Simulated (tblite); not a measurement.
# C6H7FNS: the cost of one run

Computed with tblite 0.8.0 and PySCF 2.14.0, with density-fitted response routines of our own, on a single molecule in the gas phase. Atoms are numbered from 0 throughout.

### Step 1. The starting structure

16 atoms, charge 0, multiplicity 2; geometry from: force field or distance geometry start.

Bonds of the start (Å): C0–C1 1.36, C1–N2 1.41, N2–C3 1.30, C3–C4 1.48, C4–C5 1.51, C5–F6 1.38, C5–C7 1.52, C7–S8 1.78, C7–C3 1.49, C0–H9 1.08, C0–H10 1.09, C1–H11 1.10, C4–H12 1.12, C4–H13 1.12, C5–H14 1.11, C7–H15 1.13.

### Step 2. Relaxing the molecule with GFN2-xTB

What the job is given:

```
{"job": {"kind": "relax", "xc": "GFN2-xTB", "basis": "xTB"}, "charge": 0, "multiplicity": 2}
C      3.108400    -0.914500     0.132700
C      1.801700    -0.750900     0.456800
N      1.178300     0.511900     0.391200
C     -0.124900     0.515900     0.391300
C     -1.176300     1.560500     0.346700
C     -2.058200     0.525300    -0.312900
F     -1.770200     0.463800    -1.662000
C     -1.228000    -0.475200     0.479700
S     -0.965800    -2.020000    -0.356900
H      3.507100    -1.911000     0.225000
H      3.688100    -0.060900    -0.208300
H      1.270500    -1.650400     0.799800
H     -1.500200     1.793800     1.388700
H     -0.902200     2.442400    -0.278100
H     -3.128000     0.547400    -0.035600
H     -1.707900    -0.569200     1.497900
```

Launch:

```bash
$ OMP_NUM_THREADS=1 python probes_run.py task.json out
```

The driver reads the jobs from task.json and runs them one after another.

Q: Estimate the wall time and peak memory of this first job on 1 thread of Intel Xeon Platinum 8488C, shared host.

About 1.3 s, with a peak of 0.18 GiB.
